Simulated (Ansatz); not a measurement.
# One shape, several levels: triplet Si2H4F2

Wanted: a comparison of 6 runs (U-r2SCAN0/cc-pVDZ, U-wB97X/cc-pVDZ, UB3LYP/cc-pVDZ, RPA@PBE/cc-pVDZ, RPA@PBE0/cc-pVDZ, UCCSD(T)/cc-pVDZ) of triplet Si2H4F2. 

The results are computed with Ansatz 0.2.0.

50 further runs of the same task are left out: 50 set aside as unsound or not needed.

## (1) The molecule

Si2H4F2: 8 atoms, total charge 0, spin state triplet. As SMILES of the parent species, `F[SiH](F)[SiH3]`. Geometry: relaxed at PBE0-D4/def2-TZVP. That shape belongs to the parent species and isn't relaxed for this state.

Bond lengths: F1–Si2 1.593 Å, Si2–F3 1.593 Å, Si2–Si4 2.342 Å, Si2–H5 1.482 Å, Si4–H6 1.486 Å, Si4–H7 1.486 Å, Si4–H8 1.485 Å. Some angles: F1–Si2–F3 107.0°, F1–Si2–Si4 109.5°, F3–Si2–Si4 109.5°, F1–Si2–H5 107.3°, F3–Si2–H5 107.3°, Si4–Si2–H5 115.9°, Si2–Si4–H6 109.0°, Si2–Si4–H7 109.1°, Si2–Si4–H8 110.0°, H6–Si4–H7 109.2°.

## (2) The energy at U-r2SCAN0/cc-pVDZ (run 1)

The input, molecule.yaml:

```yaml
basis:
  gaussian:
    orbitals: cc-pVDZ
crystal:
  periodic: [false, false, false]
  atoms:
    - {symbol: F, position_ang: [0.971900, -1.046400, 1.729500]}
    - {symbol: Si, position_ang: [1.061800, -0.320500, 0.314000]}
    - {symbol: F, position_ang: [1.618700, -1.392500, -0.725000]}
    - {symbol: Si, position_ang: [-1.075200, 0.372800, -0.346900]}
    - {symbol: H, position_ang: [2.081000, 0.748800, 0.431800]}
    - {symbol: H, position_ang: [-1.595200, 1.352300, 0.642900]}
    - {symbol: H, position_ang: [-0.983200, 1.025300, -1.679300]}
    - {symbol: H, position_ang: [-1.987700, -0.796800, -0.422700]}
magnetization:
  spin_polarized: true
  initial_magnetization: 2
hamiltonian:
  xc: {name: r2SCAN0}
accuracy: high
output: {orbitals: {seedname: orbitals}}
```

Run with:

```
ansatz run molecule.yaml --threads 1 --pin off --max-ram 3480MiB --events-out events.jsonl --progress --plain --runs-dir runs
```

The log of the run:

```text
Warning: RAYON_NUM_THREADS=1 ignored (pool sized by the plan → 1); use --threads N
Functional definition: r2SCAN0
  name "r2SCAN0"
  parameter a = 0.25
  parameter k0 = 0.174
  parameter k1 = 0.065
  parameter a1 = 4.9479
  exchange = (1 - a)*r2scan_x(k0 = k0, k1 = k1, a1 = a1) + a*exact_x
  correlation = r2scan_c
1906 factors; integrals over basis functions are off by at most 3.9e-9 eV
mean field evaluation 1: about -21243.7110 eV, gradient 2.5e1 eV
mean field evaluation 2: about -21241.3427 eV, gradient 3.8e1 eV
mean field evaluation 4: about -21245.8386 eV, gradient 7.2e-1 eV
mean field evaluation 8: about -21246.0474 eV, gradient 1.3e-1 eV
mean field evaluation 16: about -21246.0478 eV, gradient 1.3e-3 eV
mean field evaluation 32: about -21246.0478 eV, gradient 1.2e-5 eV
mean field -21246.04780324 eV, -780.7778556805 hartree, gradient 6.7e-8 eV, S^2 2.006010; 2 other end points of the search recorded, 0 dependent functions left out
reference -21246.04780515 eV, -780.7778557508 hartree; 26, 24 occupied and 58, 60 virtual orbitals, 1906 factors
Total energy: -21246.04780515 eV, -780.7778557508 hartree
```

Wall time 50 s (1 thread of Intel Xeon 6975P-C (Granite Rapids), shared host); peak memory 0.62 GiB.

## (3) The energy at U-wB97X/cc-pVDZ (run 2)

The input, run.yaml:

```yaml
basis:
  gaussian: {orbitals: cc-pVDZ}
crystal:
  periodic: [false, false, false]
  atoms:
    - {symbol: F, position_ang: [0.971900, -1.046400, 1.729500]}
    - {symbol: Si, position_ang: [1.061800, -0.320500, 0.314000]}
    - {symbol: F, position_ang: [1.618700, -1.392500, -0.725000]}
    - {symbol: Si, position_ang: [-1.075200, 0.372800, -0.346900]}
    - {symbol: H, position_ang: [2.081000, 0.748800, 0.431800]}
    - {symbol: H, position_ang: [-1.595200, 1.352300, 0.642900]}
    - {symbol: H, position_ang: [-0.983200, 1.025300, -1.679300]}
    - {symbol: H, position_ang: [-1.987700, -0.796800, -0.422700]}
hamiltonian: {xc: {name: wB97X}}
total_charge: 0
output: {orbitals: {seedname: orbitals}}
magnetization: {spin_polarized: true, initial_magnetization: 2}
accuracy: high
```

Run with:

```
ansatz run run.yaml --threads 1 --pin off --max-ram 3480MiB --events-out events.jsonl --progress --plain --runs-dir runs
```

The log of the run, shortened:

```text
Warning: RAYON_NUM_THREADS=1 ignored (pool sized by the plan → 1); use --threads N
Functional definition: wB97X
  name "wB97X"
[...]
      + exact_x_lr(omega)
[...]
      + integral(e_c_pw_opposite_spin*poly(b97_u_opposite, 1, cos1, cos2, cos3, cos4))
1906 factors; integrals over basis functions are off by at most 3.9e-9 eV
372 factors; integrals over basis functions are off by at most 2.4e-9 eV
[...]
mean field -21248.87816050 eV, -780.8818693914 hartree, gradient 3.4e-8 eV, S^2 2.004025; 4 other end points of the search recorded, 0 dependent functions left out
reference -21248.87815805 eV, -780.8818693015 hartree; 26, 24 occupied and 58, 60 virtual orbitals, 1906 factors
Total energy: -21248.87815805 eV, -780.8818693015 hartree
```

It took 100 s on 1 thread of Intel Xeon 6975P-C (Granite Rapids), shared host; peak memory 0.9 GiB.

Runs 3 to 4 aren't shown in full; the table further down has their settings and results.

## (4) The energy at RPA@PBE0/cc-pVDZ (run 5)

Changes to molecule.yaml since step 2:

```diff
@@ -1,4 +1 @@
-basis:
-  gaussian:
-    orbitals: cc-pVDZ
 crystal:
@@ -14,8 +11,7 @@
     - {symbol: H, position_ang: [-1.987700, -0.796800, -0.422700]}
-magnetization:
-  spin_polarized: true
-  initial_magnetization: 2
-hamiltonian:
-  xc: {name: r2SCAN0}
+basis:
+  gaussian: {orbitals: cc-pVDZ}
+magnetization: {spin_polarized: true, initial_magnetization: 2}
+hamiltonian: {xc: pbe0}
+correlation: {method: rpa, frozen_orbitals: {F: 1, H: 0, Si: 5}}
 accuracy: high
-output: {orbitals: {seedname: orbitals}}
```

Run with:

```
ansatz run molecule.yaml --threads 1 --pin off --max-ram 3480MiB --events-out events.jsonl --progress --plain --runs-dir runs
```

The log of the run, shortened:

```text
Warning: RAYON_NUM_THREADS=1 ignored (pool sized by the plan → 1); use --threads N
Functional definition: PBE0
  name "PBE0"
[...]
1906 factors; integrals over basis functions are off by at most 3.9e-9 eV
[...]
mean field -21238.75558881 eV, -780.5098717431 hartree, gradient 1.5e-8 eV, S^2 2.003589; 6 other end points of the search recorded, 0 dependent functions left out
12 core orbitals not correlated: weight in the atoms' cores, before any rotation towards them, 1.000 or more for the frozen orbitals, at most 0.000 for the correlated occupied ones
reference -21195.11583808 eV, -778.9061404839 hartree; 14, 12 occupied and 58, 60 virtual orbitals, 1906 factors
Total energy: -21218.23206706 eV, -779.7556462301 hartree
```

Wall time 72 s (1 thread of Intel Xeon 6975P-C (Granite Rapids), shared host); peak memory 0.47 GiB.

## (5) The energy at UCCSD(T)/cc-pVDZ (run 6)

Changes to run.yaml since step 3:

```diff
@@ -1,3 +1,4 @@
 basis:
-  gaussian: {orbitals: cc-pVDZ}
+  gaussian:
+    orbitals: cc-pVDZ
 crystal:
@@ -13,6 +14,10 @@
     - {symbol: H, position_ang: [-1.987700, -0.796800, -0.422700]}
-hamiltonian: {xc: {name: wB97X}}
-total_charge: 0
-output: {orbitals: {seedname: orbitals}}
-magnetization: {spin_polarized: true, initial_magnetization: 2}
+scf:
+  omitted_lower_state_checks: [cluster_reference, increment]
+magnetization:
+  spin_polarized: true
+  initial_magnetization: 2
+correlation:
+  method: ccsd_t
+  frozen_orbitals: {F: 1, H: 0, Si: 5}
 accuracy: high
```

Run with:

```
ansatz run run.yaml --threads 1 --pin off --max-ram 3480MiB --events-out events.jsonl --progress --plain --runs-dir runs
```

The log of the run:

```text
Warning: RAYON_NUM_THREADS=1 ignored (pool sized by the plan → 1); use --threads N
[... 17 lines left out ...]
12 core orbitals not correlated: weight in the atoms' cores, before any rotation towards them, 1.000 or more for the frozen orbitals, at most 0.000 for the correlated occupied ones
[... 52 lines left out ...]
Total energy: -21212.81041886 eV, -779.5564043338 hartree
Checks for a lower state left out: cluster_reference, increment
```

It took 72 s on 1 thread of Intel Xeon 6975P-C (Granite Rapids), shared host; peak memory 0.81 GiB.

## (6) All runs side by side

```
run              level  frozen core orbitals  energy (Eh)   ⟨S²⟩  wall time
  1  U-r2SCAN0/cc-pVDZ                     –  -780.777856  2.006       50 s
  2    U-wB97X/cc-pVDZ                     –  -780.881869  2.004      100 s
  3     UB3LYP/cc-pVDZ                     –  -780.982928  2.003       67 s
  4    RPA@PBE/cc-pVDZ                    12  -779.822667  2.002       39 s
  5   RPA@PBE0/cc-pVDZ                    12  -779.755646  2.004       72 s
  6   UCCSD(T)/cc-pVDZ                    12  -779.556404  2.012       72 s
```

## (7) Summary of results

| quantity | value |
| --- | --- |
| run 6: total energy | -779.55640 Eh |
| run 6: correlation energy (12 core orbitals frozen) | -616.9 mEh |
| run 6: (T) correction | -12.61 mEh |
| run 6: ⟨S²⟩ of the reference determinant | 2.012 |
| run 6: T1 diagnostic | 0.023 |

Totals of different functionals can't be ranked against each other. All runs together took 6.7 min, the longest 100 s.
